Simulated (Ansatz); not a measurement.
# In3GeO2: the cost of one run

Program: Ansatz 0.2.0. Level of theory: DFT PBE, scalar-relativistic, plane waves, PAW. These are calculated values, not measurements.

2 further runs of the same task are left out: 1 that didn't finish, 1 set aside as unsound or not needed.

### Step 1. Starting point

Symmetry: P6mm, No. 183, hexagonal system. The conventional cell has a = 5.025 Å, b = 5.025 Å, c = 5.328 Å, α = 90.00°, β = 90.00°, γ = 120.00°. In (site symmetry 3m) is surrounded by 1 O at 2.06 Å. Around In (site symmetry 6mm) lie 2 Ge at 2.60 to 2.72 Å and 6 O at 2.90 Å. Ge (site symmetry 6mm) is surrounded by 8 In at 2.60 to 2.95 Å. O (site symmetry 3m) has 4 In at 2.06 to 2.90 Å as nearest neighbours.

Structure file:

```
In Ge O
1.0
     5.02473    0.00000    0.00000
    -2.51236    4.35154    0.00000
     0.00000    0.00000    5.32791
In Ge O
3 1 2
Direct
  0.33333 0.66667 0.54316
  0.66667 0.33333 0.54316
  0.00000 0.00000 0.95661
  0.00000 0.00000 0.44532
  0.33333 0.66667 0.92958
  0.66667 0.33333 0.92958
```

The cell was relaxed beforehand at this level, from a generated guess; it needn't be the stable form of this composition. At a tolerance of 0.05 Å it has space group P6mm (No. 183); it has 19.42 Å³/atom, an uncorrected energy of -0.06 eV/atom over the elements.

### Step 2. Bands, states and charges

Contents of input.yaml:

```yaml
crystal:
  lattice:
    - [5.0247284923, 0.0, 0.0]
    - [-2.5123642461, 4.3515425215, 0.0]
    - [0.0, 0.0, 5.3279069002]
  atoms:
    - { symbol: In, position: [0.3333333333, 0.6666666667, 0.5431559028] }
    - { symbol: In, position: [0.6666666667, 0.3333333333, 0.5431559028] }
    - { symbol: In, position: [0.0, 0.0, 0.956606201] }
    - { symbol: Ge, position: [0.0, 0.0, 0.4453150615] }
    - { symbol: O, position: [0.3333333333, 0.6666666667, 0.929579756] }
    - { symbol: O, position: [0.6666666667, 0.3333333333, 0.929579756] }
basis:
  ecutwfc: 420
kpoints:
  mp_grid: { grid: [12, 12, 8] }
  band_path:
    path:
      - [[0.0, 0.0, 0.0], [0.5, 0.0, 0.0], [0.33333333, 0.33333333, 0.0], [0.0, 0.0, 0.0], [0.0, 0.0, 0.5], [0.5, 0.0, 0.5], [0.33333333, 0.33333333, 0.5], [0.0, 0.0, 0.5]]
      - [[0.5, 0.0, 0.5], [0.5, 0.0, 0.0]]
      - [[0.33333333, 0.33333333, 0.5], [0.33333333, 0.33333333, 0.0]]
    npoints: 14
hamiltonian:
  xc: pbe
scf:
  occupations: { method: gaussian, width: 0.1 }
  n_extra_bands: 15
output:
  forces: true
  stress: true
  eigenvalues: true
  populations: true
  dos: { projected: true, de: 0.02, nscf_kmesh: { grid: [15, 15, 10] } }
  bader: true
  write_density: true
  write_potential: true
  elf: true
  volumetric_format: npy
```

Started as:

```bash
$ ansatz run input.yaml --threads 1 --pin off --max-ram 2560MiB --backend cpu --events-out ev --progress --plain --runs-dir out
```

Q: Estimate wall time and peak memory on 1 thread of Arm Neoverse V1, shared host.

About 4.1 min, with a peak of 0.81 GiB.
